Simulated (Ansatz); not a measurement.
**HfHCl₂+ (singlet): wave-function methods side by side, def2-SVP**

The task here is to estimate one member of a computed series from the others.

Computed with Ansatz 0.2.0, Gaussian basis. Level: def2-SVP, core rule «outside noble gas», up to 14 orbitals frozen.

To be run: UHF; CCSD(T) on RHF; CISD; CCSDT(Q) on RHF.

1 further run of the same task is left out (set aside as unsound or not needed).

## What is computed

The geometry is a PBE0/def2-TZVP stationary point (not a proven minimum) of the parent state, kept for this charge and spin. No spin-orbit coupling is included. Elements past krypton take def2 core potentials.

4 atoms, charge 1, spin multiplicity 1.

Atoms are counted from 1 here; the program's logs count them from 0.

Bond lengths: Hf1–Cl2 2.331 Å, Hf1–Cl3 2.331 Å, Hf1–H4 1.850 Å. Angles: Cl2–Hf1–Cl3 127.5°, Cl2–Hf1–H4 116.2°, Cl3–Hf1–H4 116.2°.

The first run:

in.yaml

```yaml
crystal:
  periodic: [false, false, false]
  atoms:
    - {symbol: Hf, position_ang: [0.000000, -0.284224, 0.000000]}
    - {symbol: Cl, position_ang: [0.000000, 0.745812, -2.090926]}
    - {symbol: Cl, position_ang: [0.000000, 0.745812, 2.090926]}
    - {symbol: H, position_ang: [0.000000, -2.134441, 0.000000]}
basis:
  gaussian: {orbitals: def2-SVP}
total_charge: 1
magnetization: {spin_polarized: true, initial_magnetization: 0}
hamiltonian: {xc: hf}
output: {orbitals: {seedname: orbitals}}
```

Command:

```
> ansatz run in.yaml --threads 1 --pin off --events-out ev --progress --plain --max-ram 4096MiB --backend cpu
```

Among the steps run: UHF; CCSD(T) on RHF; CISD; CCSDT(Q) on RHF.

One of the session's tables, all rows but one given; the rest of the session is left out.

```
   method  from RCCSDT(Q) (kJ/mol)
      RHF                  +1015.0
     RMP2                   +109.7
    RCCSD                    +36.9
 RCCSD(T)                        ?
   RCCSDT                     +2.2
RCCSDT(Q)                        0
```

Estimate the missing values for RCCSD(T).

As computed: from RCCSDT(Q) (kJ/mol): +4.4. In the column «from RCCSDT(Q) (kJ/mol)» it lies between RCCSDT (+2.2) and RCCSD (+36.9).

Not comparable, so not listed: CISD (they don't share determinant, frozen orbitals or solution with the rows shown, or repeat one).
